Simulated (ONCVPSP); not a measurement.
# An ONCV potential for Zr, from input to tests

Task: generate the file, and judge it by its errors in other configurations, its logarithmic derivatives, its ghosts and its cutoff.

The numbers are computed with ONCVPSP 4.0.1 (LDA (Perdew-Zunger), scalar-relativistic, spin-unpolarised reference atom).

## 1. The design

The settings as typed:

```json
{
  "element": "zirconium (Zr, Z = 40)",
  "type": "optimised norm-conserving Vanderbilt (ONCV)",
  "frozen core": "[Ar] 3d10",
  "valence charge": "12",
  "reference configuration": "4s2 4p6 4d2.5 5s1.5",
  "partial waves": "4s+5s: rc 2.00 bohr, ncon 4, nbas 8, qcut 6.9 1/bohr, 2 projectors; 4p: rc 1.35 bohr, ncon 4, nbas 9, qcut 7.1 1/bohr, 2 projectors, debl 0.5 Ha; 4d: rc 2.10 bohr, ncon 4, nbas 9, qcut 4.4 1/bohr, 3 projectors, debl 1 Ha",
  "local potential": "polynomial inside 1.05 bohr (lpopt 5, dvloc0 2 Ha)",
  "core correction": "not asked for"
}
```

The nodes and maxima of the atom's own shells, from an earlier all-electron run, set the scale for the radii.

All-electron outer shells of the reference configuration (LDA (Perdew-Zunger), scalar-relativistic, ld1.x):

```csv
shell,level (eV),outermost node (bohr),outermost maximum (bohr)
3d,-173.75,–,0.35
4s,-53.41,0.55,1.08
4p,-31.46,0.56,1.17
5s,-4.29,1.47,3.15
4d,-3.06,0.58,1.63
5p,-1.40,1.71,4.26
```

## 2. Generation

The input, Zr.dat:

```
# ATOM AND REFERENCE CONFIGURATION
# atsym  z   nc   nv     iexc    psfile
  Zr 40.00    6    4        3      upf
#
#   n    l    f
    1    0    2.00
    2    0    2.00
    2    1    6.00
    3    0    2.00
    3    1    6.00
    3    2   10.00
    4    0    2.00
    4    1    6.00
    4    2    2.50
    5    0    1.50
#
# PSEUDOPOTENTIAL AND OPTIMIZATION
# lmax
    2
#
#   l,   rc,      ep,       ncon, nbas, qcut
    0    2.00    0.00    4    8    6.90
    1    1.35    0.00    4    9    7.10
    2    2.10    0.00    4    9    4.40
#
# LOCAL POTENTIAL
# lloc, lpopt,  rc(5),   dvloc0
    4    5    1.05    2.00
#
# VANDERBILT-KLEINMAN-BYLANDER PROJECTORs
# l, nproj, debl
    0    2    1.60
    1    2    0.50
    2    3    1.00
#
# MODEL CORE CHARGE
# icmod, fcfact, rcfact
    0    0.00    0.00
#
# LOG DERIVATIVE ANALYSIS
# epsh1, epsh2, depsh
   -3.00    5.00    0.02
#
# OUTPUT GRID
# rlmax, drl
    6.00    0.01
#
# TEST CONFIGURATIONS
# ncnf
    4
# nvcnf
#   n    l    f
    4
    4    0    2.00
    4    1    6.00
    4    2    2.00
    5    0    2.00
#
    4
    4    0    2.00
    4    1    6.00
    4    2    2.00
    5    0    1.00
#
    4
    4    0    2.00
    4    1    6.00
    4    2    2.00
    5    0    0.00
#
    5
    4    0    2.00
    4    1    6.00
    4    2    2.00
    5    0    1.00
    5    1    1.00
#
```

Command:

```bash
$ oncvpsp.x < Zr.dat > Zr.out
```

What does the calculation give? Wanted: cutoffs for 1 and 0.1 mHa per electron, occupied waves; bound ghosts; GHOST(+) flags; largest test error; largest phase difference near zero energy, channels read; projector energies reset by the program.

As calculated:

| quantity | value |
| --- | --- |
| cutoffs for 1 and 0.1 mHa per electron, occupied waves | 22 Ha and 64 Ha |
| bound ghosts | none found |
| GHOST(+) flags | s at 103 eV |
| largest test error (AE − PS) | -2.5 meV, for 4s2 4p6 4d2 5s0 |
| largest phase difference near zero energy, channels read | 0.000 rad |
| projector energies reset by the program | p: -1.156, 0.250 Ha |

What this shows: By total energies transferability is very good: the largest error is 2.5 meV on 20.1 eV, for 4s2 4p6 4d2 5s0. The potential is of middling hardness: the looser tolerance needs 22 Ha. The tighter tolerance needs 64 Ha, and converged work needs a cutoff nearer that. At the looser tolerance the 4p wave is the slowest; 4d needs 17 Ha. It is free of bound ghosts as far as tested. Near zero energy the phases of the channels with partial waves agree within 0.001 rad. The program also flags highly localised states, GHOST(+) (s). These are tests on the free atom; a crystal test is still owed.
